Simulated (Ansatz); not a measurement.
Write a Python script for Ansatz 0.2.0, Python API that makes a breakdown of dispersion, smearing and cutoff terms of YbHgPb, space group P6_3/mmc. Settings (first run): PBEsol, PAW, cutoff 380 eV, 5×5×3 k-points, Fermi-Dirac smearing of 0.1 eV, D4 dispersion.

```xyz
6
Lattice="5.1248 0.0000 0.0000 -2.5624 4.4382 0.0000 0.0000 0.0000 7.3821" Properties=species:S:1:pos:R:3 pbc="T T T"
Yb    0.0000    0.0000    3.6910
Yb    0.0000    0.0000    0.0000
Hg    2.5624    1.4794    5.5366
Hg    0.0000    2.9588    1.8455
Pb    0.0000    2.9588    5.5366
Pb    2.5624    1.4794    1.8455
```

The script, `terms_ybhgpb.py`:
```python
"""Taking single terms out of the free energy of YbHgPb."""

import logging
import sys

import ansatz as az

logging.basicConfig(stream=sys.stdout, format="%(levelname)s %(message)s")
logger = logging.getLogger("ybhgpb")
logger.setLevel(logging.INFO)

K_SPACING = 0.29
SMEARING = "fermi_dirac"
SMEARING_WIDTH = 0.1

lattice = az.Lattice.of(
    (5.1248241, 0.0, 0.0),
    (-2.56241205, 4.43822786, 0.0),
    (0.0, 0.0, 7.38209),
)
sites = [
    ("Yb", (0.0, 0.0, 0.5)),
    ("Yb", (0.0, 0.0, 0.0)),
    ("Hg", (2 / 3, 1 / 3, 0.75)),
    ("Hg", (1 / 3, 2 / 3, 0.25)),
    ("Pb", (1 / 3, 2 / 3, 0.75)),
    ("Pb", (2 / 3, 1 / 3, 0.25)),
]
system = az.Crystal(lattice=lattice)
for symbol, position in sites:
    system = system.atom(symbol, position)

model = system.calculation()
model = model.kpoints(spacing=K_SPACING).occupations(SMEARING, width=SMEARING_WIDTH)
with_term = model.functional("pbesol", dispersion="d4").basis(380).cutoff_correction(530).run().report
without = model.functional("pbesol").basis(380).run().report
finer = model.functional("pbesol").basis(530).run().report
removed = az.free_energy_without(with_term, az.EnergyTerm.DISPERSION)
logger.info(f"dispersion term            {with_term['components']['e_disp']:.5f} eV")
logger.info(f"F less dispersion          {removed:.5f} eV, run without it {without['free_energy_ev']:.5f} eV")
logger.info(f"F less smearing term       {az.free_energy_without(without, az.EnergyTerm.SMEARING):.5f} eV")
logger.info(f"estimated gain to 530 eV   {with_term['cutoff_correction']['energy_ev']:.5f} eV, found {finer['free_energy_ev'] - without['free_energy_ev']:.5f} eV")
```

Running `python terms_ybhgpb.py` prints:
```text
DeckWarning: basis.ecutwfc = 380 eV is below the records' recommended 420 eV, and the density's cutoff is lower with it unless basis.ecutrho_ratio is high enough to keep the records' density cutoff: compare with a run at a higher cutoff
INFO dispersion term            -1.26758 eV
INFO F less dispersion          -78201.26445 eV, run without it -78201.26445 eV
INFO F less smearing term       -78201.06826 eV
INFO estimated gain to 530 eV   -0.01297 eV, found -0.01283 eV
```
(Warnings from the package without file and line.)

What to keep in mind:
- Total energies depend on the potentials; only differences at equal settings carry meaning. A total without «per atom» is that of the whole cell that was run.
- The cutoff lies under the one recommended for these potentials in some of the runs.
- Semilocal functionals put the nearly full 4f shell of Yb too close to the Fermi level.
- Dispersion corrections can be off by several per cent in the lattices of metals, and by several GPa in the pressure at a fixed cell.
- The mesh is modest for a metal, so energies can be off by several to tens of meV an atom and pressures by half a GPa or more; differences at equal mesh fare better.
- Spin-orbit coupling, which matters for elements this heavy, is left out.
- This cell is a computed structure, which may not be the phase found in nature.
- The whole script took 21 s on 1 thread of Arm Neoverse V1 (shared host), peak memory 0.6 GiB.
